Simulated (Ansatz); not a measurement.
# BP (zinc blende): the cost of one run

Method: DFT PBE, scalar-relativistic, plane waves, PAW, in Ansatz 0.2.0.

## Step 1: The system as given

Symmetry: F-43m, No. 216, cubic system. Conventional cell: a = 4.580 Å, b = 4.580 Å, c = 4.580 Å, α = 90.00°, β = 90.00°, γ = 90.00°. B (site symmetry -43m) is surrounded by 4 P at 1.98 Å. Around P (site symmetry -43m) lie 4 B at 1.98 Å.

Coordinates:

```cif
data_structure
_symmetry_space_group_name_H-M 'P 1'
_symmetry_Int_Tables_number 1
_cell_length_a 3.2385
_cell_length_b 3.2385
_cell_length_c 3.2385
_cell_angle_alpha 60.000
_cell_angle_beta 60.000
_cell_angle_gamma 60.000
_cell_volume 24.02
loop_
_atom_site_label
_atom_site_type_symbol
_atom_site_fract_x
_atom_site_fract_y
_atom_site_fract_z
_atom_site_occupancy
B1 B 0.00000 0.00000 0.00000 1
P1 P 0.25000 0.25000 0.25000 1
```

## Step 2: Volume × 1.03

File input.yaml:

```yaml
crystal:
  lattice:
    - [0.0, 2.2899519552, 2.2899519552]
    - [2.2899519552, 0.0, 2.2899519552]
    - [2.2899519552, 2.2899519552, 0.0]
  atoms:
    - { symbol: B, position: [0.0, 0.0, 0.0] }
    - { symbol: P, position: [0.25, 0.25, 0.25] }
scf:
  occupations: { method: fixed }
output:
  forces: true
  stress: true
  eigenvalues: true
  write_density: true
  write_potential: true
  elf: true
  volumetric_format: npy
hamiltonian:
  xc: pbe
basis:
  ecutwfc: 520
kpoints:
  mp_grid: { grid: [10, 10, 10] }
```

Started as:

```
> ansatz run input.yaml --threads 1 --pin off --max-ram 2867MiB --backend cpu --events-out ev --progress --plain --runs-dir out
```

What time and memory should one allow on 1 thread of Intel Xeon at 2.30GHz, shared host?

About 1.5 s, with a peak of 0.34 GiB.
